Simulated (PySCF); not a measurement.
# C4H13BN2: electronic excitations

What electronic excitations should C4H13BN2 (`CC[B@H-]1NCC[NH2+]1`) show?

The runs use PySCF 2.14.0, with density-fitted response routines of our own; the level of theory stands in each step. All values are computed, except where a source is named. Atoms count from 0, in the outputs and in this text.

## (1) Starting geometry

20 atoms, charge 0, multiplicity 1; geometry from: GFN2-xTB.

Bonds of the start (Å): C0–C1 1.53, C1–B2 1.62, B2–N3 1.50, N3–C4 1.44, C4–C5 1.55, C5–N6 1.46, N6–B2 1.75, C0–H7 1.09, C0–H8 1.09, C0–H9 1.09, C1–H10 1.09, C1–H11 1.09, B2–H12 1.19, N3–H13 1.01, C4–H14 1.09, C4–H15 1.09, C5–H16 1.09, C5–H17 1.09, N6–H18 1.01, N6–H19 1.01.

## (2) Ultraviolet spectrum: wB97X-D/def2-SVPD

Job settings and geometry (Å):

```
{"job": {"kind": "uv", "xc": "wB97X-D", "basis": "def2-SVPD", "nstates": 8, "ntriplets": 3}, "charge": 0, "multiplicity": 1}
C      2.576799    -0.270668    -0.313651
C      1.335318     0.435078    -0.862964
B      0.202045     0.767768     0.252162
N     -1.054546     1.372032    -0.306696
C     -1.917120     0.312204    -0.745076
C     -1.838073    -0.790072     0.344038
N     -0.419792    -0.800434     0.708166
H      3.331758    -0.406042    -1.088132
H      2.338605    -1.257076     0.088744
H      3.016965     0.316362     0.489351
H      1.658028     1.376601    -1.310244
H      0.933055    -0.161947    -1.686919
H      0.608694     1.290751     1.239363
H     -1.538681     1.983933     0.336382
H     -1.530376    -0.094608    -1.684660
H     -2.945750     0.640792    -0.905286
H     -2.427581    -0.483782     1.210633
H     -2.187193    -1.765457    -0.002078
H     -0.251960    -1.000558     1.686519
H      0.104656    -1.454197     0.137614
```

Method: TDDFT wB97X-D/def2-SVPD, vertical, gas phase, core orbitals frozen in the response.

Started as:

```
$ OMP_NUM_THREADS=1 python probes_run.py task.json out
```

The driver reads the jobs from task.json and runs them one after another.

Predict these results of the whole session: lowest singlet (wB97X-D/def2-SVPD); brightest single state of those computed; lowest triplet.

As calculated:

```
                                quantity                        value
      lowest singlet (wB97X-D/def2-SVPD)  5.64 eV (220 nm), f = 0.024
brightest single state of those computed  state 7, 7.67 eV, f = 0.047
                          lowest triplet                      5.57 eV
```

**Reading.** The first singlet state (HOMO→LUMO 0.82) lies at 5.64 eV and is weak; of the 8 states computed, the strongest absorption comes from state 7 at 7.67 eV. The lowest triplet lies 0.07 eV below the lowest singlet (triplets in Tamm-Dancoff, singlets in full TDDFT).
